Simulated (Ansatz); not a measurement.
# ClFH4OSi: the cost of one run

Method: RKS r2SCAN-D4/def2-SVP, in Ansatz 0.2.0.

## (1) The structure to begin with

Bond lengths: Si1–F2 2.005 Å, Si1–H3 1.447 Å, Si1–H4 1.441 Å, Si1–O5 1.622 Å, Si1–Cl7 2.490 Å, O5–H8 0.954 Å. Angles: F2–Si1–H3 82.8°, F2–Si1–H4 82.6°, F2–Si1–O5 165.0°, F2–Si1–Cl7 72.7°, H3–Si1–H4 137.2°, H3–Si1–O5 108.2°, H3–Si1–Cl7 100.6°, H4–Si1–O5 95.1°, H4–Si1–Cl7 112.9°, O5–Si1–Cl7 94.9°, Si1–O5–H8 127.6°.

Coordinates:

```xyz
8

Si   -0.4342   -0.2635    0.0111
F     1.1392   -1.4844    0.2424
H    -0.3811   -0.7492   -1.3509
H    -0.7917   -0.7842    1.3058
O    -1.4739    0.9809    0.0655
H     1.8953   -0.5564    0.2194
Cl    1.6066    1.1623    0.0683
H    -1.5602    1.6945   -0.5616
```

## (2) A restrained relaxation towards end A

Springs on the bonds that form and break draw the guess towards this end; the thresholds are loose.

input.yaml reads:

```yaml
crystal:
  periodic: [false, false, false]
  atoms:
    - { symbol: Si, position_ang: [-0.4342, -0.2635, 0.0111] }
    - { symbol: F, position_ang: [1.1392, -1.4844, 0.2424] }
    - { symbol: H, position_ang: [-0.3811, -0.7492, -1.3509] }
    - { symbol: H, position_ang: [-0.7917, -0.7842, 1.3058] }
    - { symbol: O, position_ang: [-1.4739, 0.9809, 0.0655] }
    - { symbol: H, position_ang: [1.8953, -0.5564, 0.2194] }
    - { symbol: Cl, position_ang: [1.6066, 1.1623, 0.0683] }
    - { symbol: H, position_ang: [-1.5602, 1.6945, -0.5616] }
basis:
  gaussian: { orbitals: def2-SVP }
hamiltonian:
  xc: r2scan
  dispersion: d4
relax:
  f_tol: 0.15
  max_steps: 25
  restrain:
    - { distance: [0, 6], at: 3.43, k: 30.0 }
    - { distance: [5, 1], at: 2.18, k: 30.0 }
    - { distance: [0, 1], at: 1.68, k: 30.0 }
    - { distance: [5, 6], at: 1.33, k: 30.0 }
output:
  orbitals: {}
```

Run with:

```sh
> ansatz run input.yaml --threads 2 --pin off --max-ram 3072MiB --backend cpu --events-out ev --progress --plain --runs-dir out
```

What time and memory should one allow on 2 threads of Arm Neoverse V1, shared host?

About 46 s, with a peak of 0.16 GiB.
